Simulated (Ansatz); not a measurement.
Crystal: LaBi2ClO4.

```
CELL_PARAMETERS angstrom
3.98890 0.00000 0.00000
0.00000 3.98890 0.00000
0.00000 0.00000 9.33319
ATOMIC_POSITIONS crystal
Bi 0.50000 0.50000 0.72162
Bi 0.50000 0.50000 0.27838
La 0.00000 0.00000 0.00000
Cl 0.00000 0.00000 0.50000
O 0.50000 0.00000 0.83834
O 0.50000 0.00000 0.16166
O 0.00000 0.50000 0.83834
O 0.00000 0.50000 0.16166
```

The cell is a database's computed one.

```yaml
Program: Ansatz 0.2.0
Task: relaxation of cell and atoms
Functional: PBEsol
Potentials_or_basis: Ansatz PAW
Cutoff: "420 eV (not typed: the program's choice for these potentials)"
k_mesh: 7 × 7 × 3
Occupations: fermi-dirac, width 0.05 eV
Spin: no spin polarisation
Hubbard_terms: La f U = 6 eV
```

At the start: volume 18.56 Å³/atom.

Question: How do energy, volume and symmetry change on relaxing?

Answer: It ends after 8 steps and the volume is 17.54 Å³/atom (-5.5 %); space group P4/mmm (No. 123, to 0.05 Å).

The path:
```
step  energy change (eV)  largest force (eV/Å)  volume (Å³)
   1              0.0000                0.2939       148.50
   2             -0.0932                0.1442       139.48
   3             -0.1021                0.0897       140.76
   4             -0.1020                0.0354       141.03
   5             -0.1032                0.0065       140.80
   6             -0.0898                0.0073       140.80
   7             -0.0911                0.0010       140.35
   8             -0.0901                0.0010       140.35
```

Final structure:
```
Bi La Cl O
1.0
     3.94293    0.00000    0.00000
     0.00000    3.94293    0.00000
     0.00000    0.00000    9.02741
Bi La Cl O
2 1 1 4
Direct
  0.50000 0.50000 0.71253
  0.50000 0.50000 0.28747
  0.00000 0.00000 0.00000
  0.00000 0.00000 0.50000
  0.50000 0.00000 0.83161
  0.50000 0.00000 0.16839
  0.00000 0.50000 0.83161
  0.00000 0.50000 0.16839
```

Caveat: the magnetic or orbital state may not be the lowest; the plane-wave basis is chosen anew once the cell has moved, so the energies of steps on either side of that aren't comparable; the pressure holds a Pulay correction of +0.4 GPa for the finite cutoff; the PAW data sets come from PBE, with cores solved anew for the run's functional, which leaves a small shift of forces and pressure.
